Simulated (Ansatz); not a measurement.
# Cl2FHOTi: the cost of one run

Method: RHF/def2-SVP, in Ansatz 0.2.0.

## 1. The starting structure

Bond lengths: Ti1–Cl2 2.370 Å, Ti1–O3 1.920 Å, O3–H4 1.010 Å, Ti1–Cl5 2.368 Å, Ti1–F6 1.829 Å. Angles: Cl2–Ti1–O3 109.5°, Cl2–Ti1–Cl5 109.5°, Cl2–Ti1–F6 109.5°, O3–Ti1–Cl5 109.5°, O3–Ti1–F6 109.5°, Cl5–Ti1–F6 109.5°, Ti1–O3–H4 109.5°.

Coordinates:

```xyz
6

Ti    0.0000    0.0000    0.0000
Cl    0.0000    0.0000    2.3700
O     1.8106    0.0000   -0.6394
H     2.1269   -0.9521   -0.7560
Cl   -1.1163    1.9339   -0.7892
F    -0.8619   -1.4933   -0.6094
```

## 2. Relaxing the start

input.yaml reads:

```yaml
crystal:
  periodic: [false, false, false]
  atoms:
    - { symbol: Ti, position_ang: [0.0, 0.0, 0.0] }
    - { symbol: Cl, position_ang: [0.0, 0.0, 2.37] }
    - { symbol: O, position_ang: [1.8106, 0.0, -0.6394] }
    - { symbol: H, position_ang: [2.1269, -0.9521, -0.756] }
    - { symbol: Cl, position_ang: [-1.1163, 1.9339, -0.7892] }
    - { symbol: F, position_ang: [-0.8619, -1.4933, -0.6094] }
basis:
  gaussian: { orbitals: def2-SVP }
hamiltonian:
  xc: hf
relax:
  f_tol: 0.02
  max_steps: 40
output:
  orbitals: {}
```

On the command line:

```console
$ ansatz run input.yaml --threads 1 --pin off --max-ram 2048MiB --backend cpu --events-out ev --progress --plain --runs-dir out
```

**Question.** How long does this run take on 1 thread of Arm Neoverse V1, shared host, and how much memory does it need?

About 51 s, with a peak of 0.21 GiB.
